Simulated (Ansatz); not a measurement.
# BrH4NOSi: how energies converge with the basis set

One table from this session's results is given with a row withheld; the runs are named, their logs left out.

Method: one geometry, several basis sets; program: Ansatz 0.2.0, Gaussian basis.

The runs, in order: PBE0-D4/def2-SVP; ωB97M-V/def2-SVP; PBE0-D4/def2-QZVPP; ωB97M-V/def2-QZVPP; the functionals' def2-TZVPP values are taken from earlier runs.

### The relaxed structure

An earlier PBE0-D4 in a triple-zeta def2 set relaxation fixed the geometry.

SMILES `N[SiH](O)Br`, 8 atoms, charge 0, spin multiplicity 1.

Atoms are counted from 1 here; the program's logs count them from 0.

Bond lengths: N1–Si2 1.699 Å, N1–H5 1.006 Å, N1–H6 1.007 Å, Si2–O3 1.631 Å, Si2–Br4 2.227 Å, Si2–H7 1.475 Å, O3–H8 0.960 Å. Angles: Si2–N1–H5 121.0°, Si2–N1–H6 121.4°, H5–N1–H6 112.6°, N1–Si2–O3 111.4°, N1–Si2–Br4 104.4°, N1–Si2–H7 117.5°, O3–Si2–Br4 112.6°, O3–Si2–H7 103.7°, Br4–Si2–H7 107.3°, Si2–O3–H8 116.8°.

Set-up of the first run:

in.yaml reads:

```yaml
crystal:
  periodic: [false, false, false]
  atoms:
    - {symbol: N, position_ang: [-0.904589, 0.788783, -0.057988]}
    - {symbol: Si, position_ang: [0.555225, -0.078739, -0.125591]}
    - {symbol: O, position_ang: [0.714854, -1.077542, 1.154293]}
    - {symbol: Br, position_ang: [0.459246, -1.176134, -2.061173]}
    - {symbol: H, position_ang: [-1.404781, 1.027722, -0.897233]}
    - {symbol: H, position_ang: [-1.108494, 1.414125, 0.704860]}
    - {symbol: H, position_ang: [1.808770, 0.697835, -0.122355]}
    - {symbol: H, position_ang: [-0.028032, -1.653150, 1.349287]}
basis:
  gaussian: {orbitals: def2-SVP}
hamiltonian: {xc: pbe0, dispersion: d4}
output: {orbitals: {seedname: orbitals}}
```

On the command line:

```console
$ ansatz run in.yaml --threads 4 --pin off --events-out ev --progress --plain --max-ram 10444MiB
```

Steps of the session up to this table: PBE0-D4 in def2-SVP; ωB97M-V in def2-SVP; PBE0-D4 in def2-QZVPP; ωB97M-V in def2-QZVPP.

One of the session's tables, all rows but one given; the rest of the session is left out.

```
functional       basis  HOMO (eV)  LUMO (eV)
   PBE0-D4    def2-SVP      -7.77       1.33
   PBE0-D4  def2-TZVPP          ?          ?
   PBE0-D4  def2-QZVPP      -8.03       0.32
   ωB97M-V    def2-SVP     -10.12       3.01
   ωB97M-V  def2-TZVPP     -10.36       2.11
   ωB97M-V  def2-QZVPP     -10.40       1.55
```

**Question.** Estimate the row for PBE0-D4, def2-TZVPP.

**Answer.** HOMO (eV): -7.99; LUMO (eV): 0.67. In the column «HOMO (eV)» it lies between PBE0-D4, def2-QZVPP (-8.03) and PBE0-D4, def2-SVP (-7.77).
